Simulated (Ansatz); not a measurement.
# CuAs: a line through a two-coordinate scan

How does the energy of CuAs (P6_3/mmc, No. 194; 4 atoms in the cell) vary with lattice constant c, at lattice constant a (and b) = 3.515 Å?

Computed with Ansatz 0.2.0 (DFT LDA, scalar-relativistic, plane waves, PAW, unless a step's input says otherwise).

### 1 Starting point

The structure is hexagonal, space group P6_3/mmc (No. 194). The conventional cell has a = 3.780 Å, b = 3.780 Å, c = 4.858 Å, α = 90.00°, β = 90.00°, γ = 120.00°. Around Cu (site symmetry -3m) lie 2 Cu at 2.43 Å and 6 As at 2.50 Å. As (site symmetry -6m2) has 6 Cu at 2.50 Å as nearest neighbours.

Structure file:

```cif
data_structure
_symmetry_space_group_name_H-M 'P6_3/mmc'
_symmetry_Int_Tables_number 194
_cell_length_a 3.7797
_cell_length_b 3.7797
_cell_length_c 4.8580
_cell_angle_alpha 90.000
_cell_angle_beta 90.000
_cell_angle_gamma 120.000
_cell_volume 60.10
loop_
_atom_site_label
_atom_site_type_symbol
_atom_site_symmetry_multiplicity
_atom_site_Wyckoff_symbol
_atom_site_fract_x
_atom_site_fract_y
_atom_site_fract_z
_atom_site_occupancy
Cu1 Cu 2 a 0.00000 0.00000 0.50000 1
As1 As 2 c 0.66667 0.33333 0.75000 1
```

It goes back to an entry of the Materials Project.

This cell was relaxed beforehand with the same method: volume 15.03 Å³/atom, gap on the mesh none (metal).

### 2 The scan

The energy is mapped over the lattice constants a and c of the conventional cell.

- lattice constant a (and b): 7 values from 3.515 to 4.044 Å
- lattice constant c: 7 values from 4.469 to 5.247 Å

Nothing else is relaxed (symmetry fixes all fractional coordinates). Energies count from the relaxed crystal. Points are written as (first, second).

### 3 Point (3.515 Å, 4.599 Å)

input.yaml reads:

```yaml
crystal:
  lattice:
    - [3.5151, 0.0, 0.0]
    - [-1.75755, 3.0441658968, 0.0]
    - [0.0, 0.0, 4.5989]
  atoms:
    - { symbol: Cu, position: [0.0, 0.0, 0.5] }
    - { symbol: Cu, position: [0.0, 0.0, 0.0] }
    - { symbol: As, position: [0.6666666667, 0.3333333333, 0.75] }
    - { symbol: As, position: [0.3333333333, 0.6666666667, 0.25] }
basis:
  ecutwfc: 520.0
kpoints:
  mp_grid: { grid: [12, 12, 8] }
hamiltonian:
  xc: lda
scf:
  occupations: { method: gaussian, width: 0.15 }
output:
  forces: true
  stress: true
  eigenvalues: true
```

Started as:

```
$ ansatz run input.yaml --threads 2 --pin off --max-ram 4096MiB --backend cpu --events-out ev --progress --plain --runs-dir out
```

Further runs follow: the other points of the line.

**Question.** What will these runs give? Wanted: for each run, lattice constant c; energy; slope; pressure.

As calculated:

| lattice constant c (Å) | step | energy (meV/atom) | slope (meV/atom per Å) | pressure (GPa) |
| --- | --- | --- | --- | --- |
| 4.469 | – | 390 | −886 | 50.4 |
| 4.599 | 3 | 290 | −657 | 41.1 |
| 4.729 | 4 | 218 | −473 | 33.2 |
| 4.858 | 5 | 166 | −330 | 26.5 |
| 4.988 | 6 | 131 | −212 | 20.7 |
| 5.117 | 7 | 110 | −114 | 15.6 |
| 5.247 | – | 101 | −33 | 11.1 |

Energies count from the relaxed crystal. Rows without a step come from runs not printed here or follow by symmetry. Slopes come from the forces (and the stress, where the cell changes), not from differences of energies.

In words: Along this line the energy keeps falling to 5.247 Å, the edge of the range. The highest point computed, at 4.469 Å, lies 289 meV/atom above the lowest. This is one cut through a surface in two coordinates; the map's lowest point lies off it.
